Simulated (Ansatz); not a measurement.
This script drives the Python package of Ansatz (0.2.0).

The script, `dimer.py`:
```python
"""Binding of a CH4BN dimer at a trial geometry."""

from dataclasses import dataclass

import ansatz as az


@dataclass(frozen=True)
class Options:
    basis_set: str = "def2-SVPD"
    functional: str = "pbe"


settings = Options()

FIRST = [
    ("B", (-0.8688, 0.3144, -0.595)),
    ("C", (0.3126, 0.1041, 0.3156)),
    ("N", (0.8401, -1.0459, 0.3287)),
    ("H", (-1.27, -0.4987, -1.2885)),
    ("H", (-1.4263, 1.4168, -0.6468)),
    ("H", (0.6981, 0.9298, 0.933)),
    ("H", (1.714, -1.2205, 0.9527)),
]
SECOND = [
    ("B", (2.5506, -5.6071, 0.4076)),
    ("C", (2.1743, -4.1624, 0.2067)),
    ("N", (1.9136, -3.7875, -0.9733)),
    ("H", (2.5684, -6.3677, -0.4434)),
    ("H", (2.8187, -6.029, 1.5385)),
    ("H", (2.1224, -3.4726, 1.0629)),
    ("H", (1.6085, -2.7577, -1.1464)),
]

def energy(atoms, ghosts=()):
    molecule = az.Crystal.molecule()
    for symbol, xyz in atoms:
        molecule = molecule.atom(symbol, xyz)
    calc = (
        molecule.calculation()
        .basis(gaussian=settings.basis_set)
        .functional(settings.functional)
    )
    deck = calc.input()
    if ghosts:
        deck = deck.set(az.key.basis.gaussian.ghost_atoms, [{"symbol": s, "position_ang": list(xyz)} for s, xyz in ghosts])
    return az.Session.from_dict(deck).plan().execute().report["free_energy_ev"]


def main() -> None:
    # ghost atoms carry the functions of the partner
    both = energy(FIRST + SECOND)
    alone = energy(FIRST) + energy(SECOND)
    ghosted = energy(FIRST, SECOND) + energy(SECOND, FIRST)
    print(f"dimer {both:.6f} eV")
    print(f"interaction, uncorrected   {(both - alone):8.3f} eV")
    print(f"interaction, counterpoise  {(both - ghosted):8.3f} eV")
    print(f"basis-set superposition    {(alone - ghosted):8.3f} eV")


if __name__ == "__main__":
    main()
```

It is started by `python dimer.py`. How long does it take on 1 thread of Arm Neoverse V1, with other jobs on the host, and how much memory does it need?

It took about 20 s, with a peak of 0.27 GiB, for 5 runs of the engine.

```console
$ python dimer.py
dimer -6519.568450 eV
interaction, uncorrected     -0.114 eV
interaction, counterpoise    -0.077 eV
basis-set superposition       0.037 eV
```

Uncorrected it is -0.114 eV, with the counterpoise correction -0.077 eV; the difference, 0.037 eV, is the superposition error.

What to keep in mind:
- Total energies depend on the basis set; only differences at equal settings carry meaning.
- The dimer is a generated trial pose of unrelaxed monomers, not a minimum, so the figure is no binding energy, and the basis set is small.
- This level lacks the dispersion part of the attraction (electrostatics and induction are there), which can decide the sign where the interaction is weak.
